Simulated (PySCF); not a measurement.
# C6H16OSi: NMR shifts at several levels of theory, part 2 of 2

PySCF 2.14.0. Atoms count from 0. The steps go on from the part before.

## 5. NMR shieldings: wB97X-D/pcSseg-1

The job: settings as JSON, then the geometry in Å.

```
{"job": {"kind": "nmr", "xc": "wB97X-D", "basis": "pcSseg-1", "pop": false}, "charge": 0, "multiplicity": 1}
C      2.820205     0.542254    -0.310376
C      1.784233     0.027020     0.684994
Si     0.085623    -0.287682    -0.071088
O      0.208696    -1.408589    -1.322433
C     -0.598206     1.252674    -0.895471
C     -0.810406     2.430607     0.051853
C     -1.081604    -0.922668     1.266487
C     -2.497273    -1.210885     0.774145
H      3.813313     0.669572     0.148892
H      2.526958     1.518664    -0.728148
H      2.931832    -0.148070    -1.161262
H      1.664723     0.734115     1.525595
H      2.130292    -0.914888     1.149009
H      0.548316    -2.273578    -1.076946
H      0.088065     1.528790    -1.714546
H     -1.544909     0.974969    -1.390302
H     -1.518984     2.182302     0.858770
H     -1.211620     3.314034    -0.469487
H      0.130553     2.740413     0.534963
H     -1.097652    -0.183171     2.087512
H     -0.633813    -1.831842     1.708131
H     -3.140224    -1.620822     1.569102
H     -2.490384    -1.934662    -0.055962
H     -2.986707    -0.298349     0.397728
```

Method: GIAO wB97X-D/pcSseg-1 NMR shielding, non-relativistic, gas phase.

What it wrote:

```text
coarse grid: 19152 points
cycle   1  E = -602.7396556474  dE =  6.722e-01  |g| = 7.492e-01  |ddm| = 4.059e+00
cycle   2  E = -602.7263733684  dE =  1.328e-02  |g| = 8.467e-01  |ddm| = 1.319e+00
cycle   3  E = -602.8497957127  dE = -1.234e-01  |g| = 7.175e-02  |ddm| = 7.467e-01
cycle   4  E = -602.8507736727  dE = -9.780e-04  |g| = 3.107e-02  |ddm| = 8.134e-02
cycle   5  E = -602.8510107801  dE = -2.371e-04  |g| = 3.214e-03  |ddm| = 2.858e-02
cycle   6  E = -602.8510139440  dE = -3.164e-06  |g| = 5.302e-04  |ddm| = 5.482e-03
final grid: 176336 points
cycle   7  E = -602.9143053643  dE = -2.639e-04  |g| = 4.774e-03  |ddm| = 4.625e-02
cycle   8  E = -602.9143107696  dE = -5.405e-06  |g| = 2.993e-03  |ddm| = 9.634e-03
cycle   9  E = -602.9143126791  dE = -1.909e-06  |g| = 6.781e-04  |ddm| = 2.447e-03
cycle  10  E = -602.9143128361  dE = -1.571e-07  |g| = 2.316e-04  |ddm| = 1.459e-03
cycle  11  E = -602.9143128466  dE = -1.041e-08  |g| = 8.885e-05  |ddm| = 2.680e-04
cycle  12  E = -602.9143128484  dE = -1.859e-09  |g| = 2.009e-05  |ddm| = 1.287e-04
cycle  13  E = -602.9143128486  dE = -1.387e-10  |g| = 5.729e-06  |ddm| = 4.258e-05
converged SCF energy = -602.9143128486

GIAO shielding tensors (ppm)
atom      isotropic    diamagn.    paramagn.     s11        s22        s33       span
  0 C      176.431     245.579     -69.149    170.363    173.355    185.574     15.210
  1 C      176.104     258.503     -82.399    167.152    174.614    186.547     19.395
  2 Si     326.767     882.897    -556.130    314.316    317.591    348.396     34.080
  3 O      306.176     391.201     -85.025    276.532    282.296    359.699     83.166
  4 C      182.532     257.468     -74.935    173.393    174.422    199.782     26.389
  5 C      176.490     247.108     -70.619    171.590    172.033    185.846     14.256
  6 C      176.079     258.542     -82.462    167.095    174.549    186.595     19.501
  7 C      176.453     245.599     -69.147    170.364    173.403    185.591     15.228
  8 H       30.278      27.479       2.800     24.998     27.418     38.419     13.420
  9 H       30.521      30.721      -0.199     25.093     30.438     36.033     10.939
 10 H       30.313      29.885       0.428     25.303     29.388     36.248     10.946
 11 H       31.078      34.561      -3.484     27.452     29.860     35.922      8.469
 12 H       31.256      33.681      -2.425     26.260     30.617     36.890     10.630
 13 H       31.367      33.301      -1.934     23.619     25.281     45.200     21.581
 14 H       30.734      33.626      -2.892     26.799     28.954     36.449      9.650
 15 H       30.734      33.638      -2.904     26.851     28.921     36.430      9.579
 16 H       30.748      31.462      -0.714     25.540     30.362     36.342     10.802
 17 H       30.190      28.119       2.071     25.115     27.034     38.420     13.304
 18 H       30.752      31.448      -0.695     25.561     30.316     36.380     10.819
 19 H       31.081      34.597      -3.515     27.494     29.858     35.891      8.397
 20 H       31.251      33.678      -2.428     26.240     30.615     36.896     10.656
 21 H       30.279      27.500       2.778     25.000     27.415     38.420     13.420
 22 H       30.320      29.889       0.431     25.331     29.337     36.291     10.960
 23 H       30.519      30.752      -0.232     25.081     30.484     35.994     10.913
```

Wall time 34 s (8 threads of Arm Neoverse V1, shared host).

This run: δ C0 8.1, C1 6.3, Si2 26.2, O3 27.0, H8 0.94, H11 0.36 ppm (means over like atoms).

## 6. Shielding tensors: KT2/pcSseg-1

Settings changed since step 5:

```diff
@@ -1,2 +1,2 @@
-{"job": {"kind": "nmr", "xc": "wB97X-D", "basis": "pcSseg-1", "pop": false}, "charge": 0, "multiplicity": 1}
+{"job": {"kind": "nmr", "xc": "KT2", "basis": "pcSseg-1", "pop": false}, "charge": 0, "multiplicity": 1}
 C      2.820205     0.542254    -0.310376
```

With the program's defaults for keys left out, this is: GIAO KT2/pcSseg-1 NMR shielding, non-relativistic, gas phase.

What it wrote:

```text
coarse grid: 19152 points
cycle   1  E = -610.4509281501  dE =  3.795e-01  |g| = 1.051e+00  |ddm| = 4.206e+00
cycle   2  E = -609.8485292472  dE =  6.024e-01  |g| = 1.942e+00  |ddm| = 3.682e+00
cycle   3  E = -610.6804890737  dE = -8.320e-01  |g| = 2.951e-01  |ddm| = 3.095e+00
cycle   4  E = -610.6994218106  dE = -1.893e-02  |g| = 9.585e-02  |ddm| = 3.997e-01
cycle   5  E = -610.7015007284  dE = -2.079e-03  |g| = 1.421e-02  |ddm| = 8.623e-02
cycle   6  E = -610.7015470471  dE = -4.632e-05  |g| = 4.540e-03  |ddm| = 2.055e-02
cycle   7  E = -610.7015507932  dE = -3.746e-06  |g| = 2.161e-03  |ddm| = 6.624e-03
final grid: 176336 points
cycle   8  E = -610.7616895879  dE = -2.249e-04  |g| = 2.260e-02  |ddm| = 4.950e-02
cycle   9  E = -610.7615401738  dE =  1.494e-04  |g| = 3.325e-02  |ddm| = 4.549e-02
cycle  10  E = -610.7617909697  dE = -2.508e-04  |g| = 3.968e-03  |ddm| = 3.123e-02
cycle  11  E = -610.7617931365  dE = -2.167e-06  |g| = 1.692e-03  |ddm| = 5.336e-03
cycle  12  E = -610.7617937714  dE = -6.349e-07  |g| = 1.504e-04  |ddm| = 1.714e-03
cycle  13  E = -610.7617937754  dE = -3.966e-09  |g| = 7.275e-05  |ddm| = 2.628e-04
cycle  14  E = -610.7617937768  dE = -1.407e-09  |g| = 1.519e-05  |ddm| = 9.087e-05
cycle  15  E = -610.7617937768  dE = -5.707e-11  |g| = 3.246e-06  |ddm| = 1.895e-05
converged SCF energy = -610.7617937768

GIAO shielding tensors (ppm)
atom      isotropic    diamagn.    paramagn.     s11        s22        s33       span
  0 C      174.519     246.680     -72.161    167.640    170.599    185.319     17.679
  1 C      172.332     258.859     -86.527    163.410    168.848    184.738     21.327
  2 Si     336.018     886.540    -550.522    318.890    327.870    361.294     42.404
  3 O      298.327     390.254     -91.928    267.376    272.430    355.174     87.798
  4 C      179.624     257.685     -78.060    167.590    171.202    200.082     32.493
  5 C      174.234     248.102     -73.868    168.270    168.950    185.482     17.212
  6 C      172.289     258.894     -86.605    163.335    168.765    184.768     21.434
  7 C      174.537     246.710     -72.173    167.648    170.631    185.332     17.684
  8 H       30.033      27.199       2.835     24.881     27.344     37.875     12.994
  9 H       30.316      30.940      -0.624     25.075     30.228     35.644     10.569
 10 H       30.064      30.075      -0.011     25.258     29.184     35.748     10.490
 11 H       30.654      34.510      -3.857     27.212     29.634     35.115      7.904
 12 H       30.944      33.576      -2.632     26.072     30.559     36.201     10.129
 13 H       31.403      33.417      -2.014     23.858     25.472     44.878     21.021
 14 H       30.379      33.515      -3.136     26.598     28.809     35.730      9.131
 15 H       30.378      33.527      -3.149     26.649     28.774     35.711      9.061
 16 H       30.512      31.588      -1.076     25.507     30.103     35.925     10.418
 17 H       29.926      27.846       2.080     24.995     26.928     37.856     12.861
 18 H       30.514      31.575      -1.061     25.524     30.058     35.960     10.436
 19 H       30.656      34.544      -3.888     27.252     29.632     35.083      7.830
 20 H       30.939      33.574      -2.636     26.054     30.561     36.202     10.148
 21 H       30.033      27.219       2.814     24.882     27.341     37.876     12.994
 22 H       30.070      30.078      -0.008     25.285     29.136     35.789     10.504
 23 H       30.314      30.971      -0.658     25.064     30.273     35.604     10.540
```

Run time: 22 s. Hardware: 8 threads of Arm Neoverse V1, shared host.

Key values: δ C0 8.8, C1 8.5, Si2 25.0, O3 32.3, H8 0.98, H11 0.52 ppm (means over like atoms).

## 7. NMR shieldings: HF/pcSseg-1

Settings changed since step 6:

```diff
@@ -1,2 +1,2 @@
-{"job": {"kind": "nmr", "xc": "KT2", "basis": "pcSseg-1", "pop": false}, "charge": 0, "multiplicity": 1}
+{"job": {"kind": "nmr", "xc": "HF", "basis": "pcSseg-1", "pop": false}, "charge": 0, "multiplicity": 1}
 C      2.820205     0.542254    -0.310376
```

Method: GIAO HF/pcSseg-1 NMR shielding, non-relativistic, gas phase.

What it wrote:

```text
final grid: 176336 points
cycle   1  E = -600.2091105196  dE =  1.029e+00  |g| = 6.301e-01  |ddm| = 3.963e+00
cycle   2  E = -600.3001420614  dE = -9.103e-02  |g| = 3.318e-01  |ddm| = 7.672e-01
cycle   3  E = -600.3200064980  dE = -1.986e-02  |g| = 8.573e-02  |ddm| = 2.963e-01
cycle   4  E = -600.3220033691  dE = -1.997e-03  |g| = 8.855e-03  |ddm| = 1.006e-01
cycle   5  E = -600.3220332861  dE = -2.992e-05  |g| = 2.301e-03  |ddm| = 1.396e-02
cycle   6  E = -600.3220356708  dE = -2.385e-06  |g| = 7.192e-04  |ddm| = 4.223e-03
cycle   7  E = -600.3220358852  dE = -2.144e-07  |g| = 1.599e-04  |ddm| = 1.205e-03
cycle   8  E = -600.3220359006  dE = -1.543e-08  |g| = 3.026e-05  |ddm| = 4.100e-04
cycle   9  E = -600.3220359011  dE = -4.577e-10  |g| = 8.220e-06  |ddm| = 6.224e-05
converged SCF energy = -600.3220359011

GIAO shielding tensors (ppm)
atom      isotropic    diamagn.    paramagn.     s11        s22        s33       span
  0 C      182.908     243.748     -60.840    177.707    180.429    190.587     12.880
  1 C      184.770     257.205     -72.435    175.887    185.028    193.395     17.508
  2 Si     374.493     878.470    -503.977    365.600    369.337    388.544     22.944
  3 O      317.677     392.930     -75.253    287.064    294.443    371.525     84.462
  4 C      190.064     256.036     -65.972    181.845    183.883    204.465     22.620
  5 C      182.935     245.253     -62.318    178.740    179.227    190.837     12.097
  6 C      184.746     257.240     -72.494    175.839    184.958    193.443     17.604
  7 C      182.924     243.754     -60.830    177.706    180.469    190.598     12.892
  8 H       30.499      27.943       2.556     24.946     27.444     39.107     14.161
  9 H       30.809      30.457       0.352     25.110     30.631     36.684     11.574
 10 H       30.621      29.739       0.881     25.309     29.644     36.908     11.598
 11 H       31.573      34.597      -3.024     27.667     30.057     36.993      9.326
 12 H       31.712      33.892      -2.180     26.489     30.705     37.942     11.454
 13 H       31.223      33.145      -1.922     23.023     24.685     45.960     22.937
 14 H       31.182      33.663      -2.481     26.974     29.115     37.458     10.484
 15 H       31.182      33.672      -2.490     27.025     29.082     37.438     10.413
 16 H       31.049      31.240      -0.191     25.569     30.607     36.972     11.402
 17 H       30.424      28.501       1.923     25.053     27.104     39.114     14.062
 18 H       31.055      31.229      -0.174     25.594     30.563     37.008     11.415
 19 H       31.576      34.627      -3.051     27.708     30.058     36.963      9.256
 20 H       31.707      33.888      -2.181     26.468     30.703     37.949     11.480
 21 H       30.499      27.960       2.539     24.947     27.441     39.108     14.161
 22 H       30.628      29.746       0.882     25.341     29.592     36.950     11.610
 23 H       30.807      30.483       0.324     25.096     30.677     36.647     11.550
```

Wall time 14 s (8 threads of Arm Neoverse V1, shared host).

In short: δ C0 7.9, C1 4.3, Si2 18.9, O3 15.6, H8 0.98, H13 0.46 ppm (means over like atoms).

## 8. Side by side: NMR shifts

Shifts (ppm), means over like atoms, with basis size and wall time:

```
             run   C0   C1    H8   H11    H13   Si2    O3  functions  time
   PBE0/pcSseg-1  8.0  6.8  0.95  0.41  -0.05  25.0  29.2        223  25 s
    PBE/pcSseg-1  8.4  8.2  0.96  0.50  -0.24  25.6  35.6        223  20 s
wB97X-D/pcSseg-1  8.1  6.3  0.94  0.36   0.01  26.2  27.0        223  34 s
    KT2/pcSseg-1  8.8  8.5  0.98  0.52  -0.22  25.0  32.3        223  22 s
     HF/pcSseg-1  7.9  4.3  0.98  0.20   0.46  18.9  15.6        223  14 s
```

## 9. What came out

This closing draws on all 2 parts.

```
                                                               quantity                  value
                                                            point group                     Cs
                                   rotational constants (main isotopes)   1.84, 1.23, 0.98 GHz
¹³C shifts against TMS (PBE0/pcSseg-1, means over atoms taken as alike)           8.0, 6.8 ppm
 ¹H shifts against TMS (PBE0/pcSseg-1, means over atoms taken as alike)  0.95, 0.41, -0.05 ppm
                                ²⁹Si shifts against TMS (PBE0/pcSseg-1)               25.0 ppm
                                 ¹⁷O shifts against H2O (PBE0/pcSseg-1)               29.2 ppm
                                               range of the shift of O3       15.6 to 35.6 ppm
```

**Reading.** Single values in the summary come from the first run of each kind that ended normally (PBE0/pcSseg-1), which need not be the best level. The optimisation took 5 steps and gained 0.144 eV; among the close pairs (by a distance rule), Si2–O3 changed most, from 1.640 to 1.684 Å. At PBE0/pcSseg-1: The widest tensor belongs to O3: span 85 ppm, with a paramagnetic part of -85 ppm. In ppm, O3 moves most: its shift spreads over 20.0 ppm, from 15.6 (HF/pcSseg-1) to 35.6 (PBE/pcSseg-1).
